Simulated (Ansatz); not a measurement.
# Ge2H+ (singlet): from Hartree-Fock to the top rungs, cc-pVTZ

One table from this session's results is given with a row withheld; the runs are named, their logs left out.

Method: cc-pVTZ, core rule «outside noble gas», up to 28 orbitals frozen; program: Ansatz 0.2.0, Gaussian basis.

To be run: UHF; CCSD(T) on RHF; CCSD(T) on UHF; BCCD(T) on RHF; CCSDT(Q) on RHF; CCSDT(Q) on UHF; CASSCF and MRCISD+Q, 8 electrons in 9 orbitals; CASSCF and NEVPT2, 8 electrons in 9 orbitals.

3 further runs of the same task are left out: 3 set aside as unsound or not needed.

### The system

The geometry is a PBE0/def2-TZVP stationary point (not a proven minimum) of the parent state, kept for this charge and spin. No spin-orbit coupling is included. The filled d shell of Ge may be among the frozen orbitals whatever the setting's name suggests; the logs give the count.

3 atoms, charge 1, spin multiplicity 1.

Atoms are counted from 1 here; the program's logs count them from 0.

Bond lengths: Ge1–Ge2 2.365 Å, Ge1–H3 1.787 Å, Ge2–H3 1.787 Å. Angles: Ge2–Ge1–H3 48.6°, Ge1–Ge2–H3 48.6°, Ge1–H3–Ge2 82.9°.

As a file:

```xyz
3
Ge2H
Ge    0.0000   -0.4466    1.1824
Ge    0.0000   -0.4466   -1.1824
H     0.0000    0.8933    0.0000
```

Set-up of the first run:

The input, in.yaml:

```yaml
crystal:
  periodic: [false, false, false]
  atoms:
    - {symbol: Ge, position_ang: [0.000000, -0.446640, 1.182358]}
    - {symbol: Ge, position_ang: [0.000000, -0.446640, -1.182358]}
    - {symbol: H, position_ang: [0.000000, 0.893279, 0.000000]}
basis:
  gaussian: {orbitals: cc-pVTZ}
total_charge: 1
magnetization: {spin_polarized: true, initial_magnetization: 0}
hamiltonian: {xc: hf}
output: {orbitals: {seedname: orbitals}}
```

Started as:

```bash
ansatz run in.yaml --threads 1 --pin off --events-out ev --progress --plain --max-ram 4096MiB --backend cpu
```

Steps of the session up to this table: UHF; CCSD(T) on RHF; CCSD(T) on UHF; BCCD(T) on RHF; CCSDT(Q) on RHF; CCSDT(Q) on UHF; CASSCF and MRCISD+Q, 8 electrons in 9 orbitals; CASSCF and NEVPT2, 8 electrons in 9 orbitals.

One of the session's tables, all rows but one given; the rest of the session is left out.

It belongs to the step «Misses and costs». 

```
          method  from RCCSDT(Q) (kJ/mol)
             RHF                   +518.9
             UHF                   +449.6
            RMP2                        ?
            UMP2                    +87.1
           RCCSD                    +29.9
           UCCSD                     +1.9
        RCCSD(T)                     +8.9
        UCCSD(T)                    -21.4
         BCCD(T)                     +8.9
          RCCSDT                     +2.7
          UCCSDT                    -35.1
       RCCSDT(Q)                        0
       UCCSDT(Q)                    -42.4
  CASSCF valence                   +301.9
  NEVPT2 valence                    +79.6
  MRCISD valence                    +26.4
MRCISD+Q valence                     +8.5
```

Q: Estimate the row for RMP2 from the others.

The run gave: from RCCSDT(Q) (kJ/mol): +117.0. In the column «from RCCSDT(Q) (kJ/mol)» it lies between UMP2 (+87.1) and CASSCF valence (+301.9).

To keep in mind: The determinant is far from a pure spin state, so its energy mixes those of several spin states (harmless only where they are near-degenerate, as at dissociation). The program flags UCCSD(T), UCCSDT(Q) as in doubt, so those rows may rest on another solution; read them beside their warnings. Warnings: restricted reference is unstable; spin contamination. Restricted and unrestricted rows rest on different reference determinants; where their highest levels disagree by more than a few hundredths of an eV, they describe different states and don't form one ladder.
